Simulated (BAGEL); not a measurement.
# C2H5FSi (SMILES FC=C[SiH3]): a chain of runs

Wanted: the energy (HF/def2-SV(P)), then a single-point energy (NEVPT2(2,2)/def2-SV(P)), then a single-point energy (CASPT2(2,2)/def2-SV(P)) of C2H5FSi. 

The calculation is run with BAGEL 1.2.2.

2 further runs of the same task are left out: 2 set aside as unsound or not needed.

## Step 1: The molecule

C2H5FSi has 9 atoms, charge 0, and is taken as a singlet. As SMILES, `FC=C[SiH3]`. The C3–Si4 distance was set to 2.963 Å, away from the relaxed value. At this shape a bond of the SMILES string is far longer than usual.

Bond lengths: F1–C2 1.336 Å, C2–C3 1.322 Å, C2–H5 1.086 Å, C3–H6 1.087 Å, Si4–H7 1.487 Å, Si4–H8 1.487 Å, Si4–H9 1.487 Å. Angles: F1–C2–C3 122.8°, F1–C2–H5 111.4°, C3–C2–H5 125.9°, C2–C3–H6 117.6°, H7–Si4–H8 107.9°, H7–Si4–H9 109.3°, H8–Si4–H9 109.3°. A long bond or contact: C3–Si4 2.963 Å.

## Step 2: A single-point energy at HF/def2-SV(P) (density fitting with svp-jkfit) (run 1)

The input, calc.json:

```json
{ "bagel" : [

{
  "title" : "molecule",
  "basis" : "def2-sv_p_.json",
  "df_basis" : "svp-jkfit",
  "angstrom" : "true",
  "geometry" : [
    { "atom" : "F", "xyz" : [   -1.830373,    3.179829,    0.994674 ] },
    { "atom" : "C", "xyz" : [   -1.148773,    2.173929,    0.440274 ] },
    { "atom" : "C", "xyz" : [   -0.907173,    1.038829,    1.073174 ] },
    { "atom" : "Si", "xyz" : [    0.614100,   -1.145000,   -0.228900 ] },
    { "atom" : "H", "xyz" : [   -0.834673,    2.418529,   -0.569826 ] },
    { "atom" : "H", "xyz" : [   -1.286573,    0.937029,    2.086874 ] },
    { "atom" : "H", "xyz" : [    1.843700,   -1.465600,    0.542800 ] },
    { "atom" : "H", "xyz" : [   -0.206700,   -2.381600,   -0.316300 ] },
    { "atom" : "H", "xyz" : [    0.992500,   -0.707600,   -1.598500 ] }
  ]
},
{
  "title" : "hf"
},
{
  "title" : "print",
  "file" : "orbitals.molden",
  "orbitals" : "true"
}

]}
```

The basis set def2-SV(P) is read from a file made from the Basis Set Exchange's data (not shown).

Launch:

```sh
BAGEL_NUM_THREADS=1 BAGEL calc.json > calc.out
```

Standard output:

```text
* using 1 threads per process

  ===============================================================
  ===============================================================

  *** Geometry ***

  { "atom" : "F", "xyz" : [     -3.458904,      6.009006,      1.879661 ] },
  { "atom" : "C", "xyz" : [     -2.170866,      4.108130,      0.831997 ] },
  { "atom" : "C", "xyz" : [     -1.714309,      1.963102,      2.028005 ] },
[... 5 lines of this table left out ...]
  { "atom" : "H", "xyz" : [      1.875553,     -1.337170,     -3.020727 ] },

  Number of auxiliary basis functions:      445

  Since a DF basis is specified, we compute 2- and 3-index integrals:
    o Being stored without compression. Storage requirement is 0.017 GB

  Number of basis functions:       70
  Number of electrons      :       40

    * METHOD: MOLECULE                             0.17

  *** RHF ***

  === Nuclear Repulsion ===
   128.4257290587

      * DIIS with orbital gradients will be used.

  === RHF iteration (def2-sv_p_.json) ===
      0       -466.39459004          0.01857640           0.05
      1       -466.54547482          0.01166705           0.04
      2       -466.60439609          0.00195995           0.04
[... 11 lines of this table left out ...]
     14       -466.60768150          0.00000001           0.04
    * SCF iteration converged.

    * Permanent dipole moment:
           (   -0.724993,     1.059496,     0.600304) a.u.

    * METHOD: HF                                   0.72

    * METHOD: PRINT                                0.01

  ===============================================================
```

Run time: 1 s. Hardware: 1 thread of Arm Neoverse V1, shared host; peak memory 0.15 GiB.

## Step 3: A single-point energy at NEVPT2(2,2)/def2-SV(P) (density fitting with svp-jkfit) (run 2)

The input, input.json:

```json
{ "bagel" : [

{
  "title" : "molecule",
  "basis" : "def2-sv_p_.json",
  "df_basis" : "svp-jkfit",
  "angstrom" : "true",
  "geometry" : [
    { "atom" : "F", "xyz" : [   -1.830373,    3.179829,    0.994674 ] },
    { "atom" : "C", "xyz" : [   -1.148773,    2.173929,    0.440274 ] },
    { "atom" : "C", "xyz" : [   -0.907173,    1.038829,    1.073174 ] },
    { "atom" : "Si", "xyz" : [    0.614100,   -1.145000,   -0.228900 ] },
    { "atom" : "H", "xyz" : [   -0.834673,    2.418529,   -0.569826 ] },
    { "atom" : "H", "xyz" : [   -1.286573,    0.937029,    2.086874 ] },
    { "atom" : "H", "xyz" : [    1.843700,   -1.465600,    0.542800 ] },
    { "atom" : "H", "xyz" : [   -0.206700,   -2.381600,   -0.316300 ] },
    { "atom" : "H", "xyz" : [    0.992500,   -0.707600,   -1.598500 ] }
  ]
},
{ "title" : "hf" },
{ "title" : "casscf", "nstate" : 1, "nact" : 2, "nclosed" : 19, "active" : [20, 21], "maxiter" : 200, "natocc" : "true" },
{ "title" : "nevpt2", "nstate" : 1, "nact" : 2, "nclosed" : 19, "active" : [20, 21], "maxiter" : 200, "natocc" : "true", "ncore" : 8 },
{ "title" : "print", "file" : "orbitals.molden", "orbitals" : "true" }

]}
```

The basis set def2-SV(P) is read from a file made from the Basis Set Exchange's data (not shown).

Launch:

```sh
BAGEL_NUM_THREADS=1 BAGEL input.json > input.out
```

Standard output:

```text
* using 1 threads per process

  ===============================================================
  ===============================================================

  *** Geometry ***

  { "atom" : "F", "xyz" : [     -3.458904,      6.009006,      1.879661 ] },
  { "atom" : "C", "xyz" : [     -2.170866,      4.108130,      0.831997 ] },
  { "atom" : "C", "xyz" : [     -1.714309,      1.963102,      2.028005 ] },
[... 5 lines of this table left out ...]
  { "atom" : "H", "xyz" : [      1.875553,     -1.337170,     -3.020727 ] },

[... 23 lines left out ...]
    * SCF iteration converged.
[... 1 line left out ...]
    * Permanent dipole moment:
[... 27 lines left out ...]
    * Second-order optimization converged. *
[... 9 lines left out ...]
     * ci vector, state   0, <S^2> = 0.0000
[... 3 lines left out ...]
    * METHOD: CASSCF                               2.64

    * freezing 8 orbitals

  === DF-NEVPT2 calculation ===

    * 3-index integral transformation done
    * assembly done

      NEVPT2 correlation energy:   -0.4855615735      0.11

          (+0)     -0.4193196779
          (+0)'    -0.0174909209
          (+1)     -0.0108756026
          (+1)'    -0.0000000000
          (+2)     -0.0003622674
          (-1)     -0.0351637488
          (-1)'     0.0000000000
          (-2)     -0.0023493558

      NEVPT2 total energy:       -467.1355667704

    * METHOD: NEVPT2                               0.19

    * METHOD: PRINT                                0.01

  ===============================================================
```

Run time: 3.9 s. Hardware: 1 thread of Arm Neoverse V1, shared host; peak memory 0.15 GiB.

## Step 4: A single-point energy at CASPT2(2,2)/def2-SV(P) (density fitting with svp-jkfit) (run 3)

The input, caspt2.json:

```json
{ "bagel": [

{
  "title": "molecule",
  "basis": "def2-sv_p_.json",
  "df_basis": "svp-jkfit",
  "angstrom": true,
  "geometry": [
    { "atom": "F", "xyz": [      -1.830373,       3.179829,       0.994674 ] },
    { "atom": "C", "xyz": [      -1.148773,       2.173929,       0.440274 ] },
    { "atom": "C", "xyz": [      -0.907173,       1.038829,       1.073174 ] },
    { "atom": "Si", "xyz": [       0.614100,      -1.145000,      -0.228900 ] },
    { "atom": "H", "xyz": [      -0.834673,       2.418529,      -0.569826 ] },
    { "atom": "H", "xyz": [      -1.286573,       0.937029,       2.086874 ] },
    { "atom": "H", "xyz": [       1.843700,      -1.465600,       0.542800 ] },
    { "atom": "H", "xyz": [      -0.206700,      -2.381600,      -0.316300 ] },
    { "atom": "H", "xyz": [       0.992500,      -0.707600,      -1.598500 ] }
  ]
},

{
  "title": "hf"
},

{
  "title": "casscf",
  "nstate": 1,
  "nact": 2,
  "nclosed": 19,
  "active": [20, 21],
  "maxiter": 200,
  "natocc": true
},

{
  "title": "print",
  "file": "orbitals.molden",
  "orbitals": true
},

{
  "title": "smith",
  "method": "caspt2",
  "ms": true,
  "xms": true,
  "sssr": true,
  "shift": 0.2,
  "shift_imag": true,
  "ncore": 8
}

]}
```

The basis set def2-SV(P) is read from a file made from the Basis Set Exchange's data (not shown).

Launch:

```sh
BAGEL_NUM_THREADS=1 BAGEL caspt2.json > caspt2.out
```

Standard output:

```text
* using 1 threads per process

  ===============================================================
  ===============================================================

  *** Geometry ***

  { "atom" : "F", "xyz" : [     -3.458904,      6.009006,      1.879661 ] },
  { "atom" : "C", "xyz" : [     -2.170866,      4.108130,      0.831997 ] },
  { "atom" : "C", "xyz" : [     -1.714309,      1.963102,      2.028005 ] },
[... 5 lines of this table left out ...]
  { "atom" : "H", "xyz" : [      1.875553,     -1.337170,     -3.020727 ] },

[... 25 lines left out ...]
    * Permanent dipole moment:
[... 37 lines left out ...]
     * ci vector, state   0, <S^2> = 0.0000
[... 21 lines left out ...]
       #      aibj      arbs      arbi      airj      risj      airs      arst      rist         Etot      error   time
[... 8 lines left out ...]
      ------------------------------------------------------------------------------------------------------------------

    * CASPT2 energy : state  0     -467.1396257922
        w/o shift correction       -467.1368321779
        reference weight              0.8612130828

    * METHOD: SMITH                                0.40

  ===============================================================
```

Wall time 4.2 s (1 thread of Arm Neoverse V1, shared host); peak memory 0.15 GiB.

## Step 5: Outcome

| quantity | value |
| --- | --- |
| run 1, HF/def2-SV(P): total energy | -466.60768 Eh |
| run 1, HF/def2-SV(P): dipole moment | 3.60 D |
| run 1, HF/def2-SV(P): HOMO energy | -9.70 eV |
| run 1, HF/def2-SV(P): LUMO energy | 0.73 eV |
| run 1, HF/def2-SV(P): HOMO–LUMO gap | 10.43 eV |
| run 2, NEVPT2(2,2)/def2-SV(P): total energy | -467.13557 Eh |
| run 3, CASPT2(2,2)/def2-SV(P): total energy | -467.13963 Eh |

**Reading.** One bond (run 1, HF/def2-SV(P)) is far stretched, which a spin-restricted single reference describes badly; a broken-symmetry solution may lie lower.
